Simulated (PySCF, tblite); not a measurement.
# C7H12O: infrared bands and NMR shifts

Aim: predict the infrared bands and NMR shifts of C7H12O (`OC1CC2(CCC2)C1`).

Programs: tblite 0.8.0 and PySCF 2.14.0, with density-fitted response routines of our own. Each step states its level of theory. These are calculated values for one molecule in the gas phase, unless marked as measured. Atoms count from 0, in the outputs and in this text.

**1. Starting geometry**

20 atoms, charge 0, multiplicity 1; geometry from: GFN2-xTB.

Bonds of the start (Å): O0–C1 1.40, C1–C2 1.54, C2–C3 1.54, C3–C4 1.54, C4–C5 1.54, C5–C6 1.54, C3–C7 1.54, C7–C1 1.54, C6–C3 1.54, O0–H8 0.96, C1–H9 1.09, C2–H10 1.09, C2–H11 1.09, C4–H12 1.09, C4–H13 1.09, C5–H14 1.09, C5–H15 1.09, C6–H16 1.09, C6–H17 1.09, C7–H18 1.09, C7–H19 1.09.

**2. Vibrational analysis with GFN2-xTB**

What the job is given:

```
{"job": {"kind": "ir", "xc": "GFN2-xTB", "basis": "xTB"}, "charge": 0, "multiplicity": 1}
O      3.143455    -0.391474     0.060459
C      1.959794     0.202452    -0.383843
C      0.855830    -0.718979    -0.942329
C     -0.172050    -0.014138    -0.044373
C     -1.299262     0.820229    -0.670327
C     -2.300110     0.190227     0.309879
C     -1.216411    -0.798723     0.763778
C      0.968598     0.718981     0.679245
H      2.921618    -1.082804     0.695229
H      2.271398     0.973356    -1.090110
H      1.010642    -1.763265    -0.670360
H      0.676795    -0.655629    -2.013379
H     -1.179075     1.899317    -0.596938
H     -1.489519     0.557398    -1.709411
H     -3.184370    -0.254940    -0.140622
H     -2.610852     0.871724     1.098668
H     -1.036540    -0.843164     1.836745
H     -1.369223    -1.809668     0.388791
H      1.174224     0.310350     1.668925
H      0.869910     1.799430     0.756937
```

**Question.** This job is followed by: GIAO PBE0/pcSseg-1 NMR shielding, non-relativistic, gas phase. Predict these results of the whole session: strongest single infrared mode (GFN2-xTB); zero-point energy (GFN2-xTB); 13C shifts against TMS (PBE0/pcSseg-1, means over atoms taken as alike); 1H shifts against TMS (PBE0/pcSseg-1, means over atoms taken as alike); 17O shifts against H2O (PBE0/pcSseg-1).

As calculated:

```
                                                               quantity                                         value
                              strongest single infrared mode (GFN2-xTB)                         1117 cm⁻¹, 146 km/mol
                                           zero-point energy (GFN2-xTB)                                110.2 kcal/mol
13C shifts against TMS (PBE0/pcSseg-1, means over atoms taken as alike)        64.4, 53.1, 37.3, 36.7, 29.9, 14.9 ppm
 1H shifts against TMS (PBE0/pcSseg-1, means over atoms taken as alike)  3.98, 2.63, 2.01, 1.99, 1.90, 1.61, 0.03 ppm
                                 17O shifts against H2O (PBE0/pcSseg-1)                                      88.5 ppm
```

What this shows: All 54 modes are real, so the xTB geometry is a minimum. The strongest single mode, at 1117 cm⁻¹, is spread over many atoms; the largest shares are those of C1, O0. Unscaled tight-binding wavenumbers are off by several per cent, some by more. Its intensities can rank the bands wrongly. C1 (sp3 CH bonded to O) lies farthest downfield among carbon, at 64.4 ppm; deshielded by the electronegative neighbour. H9 (hydrogen on an sp3 CH bonded to O) lies farthest downfield among hydrogen, at 3.98 ppm; its carbon carries O, an electronegative neighbour. At PBE0/pcSseg-1: Shielding is most anisotropic at C1 (span 69 ppm, paramagnetic term -130 ppm).
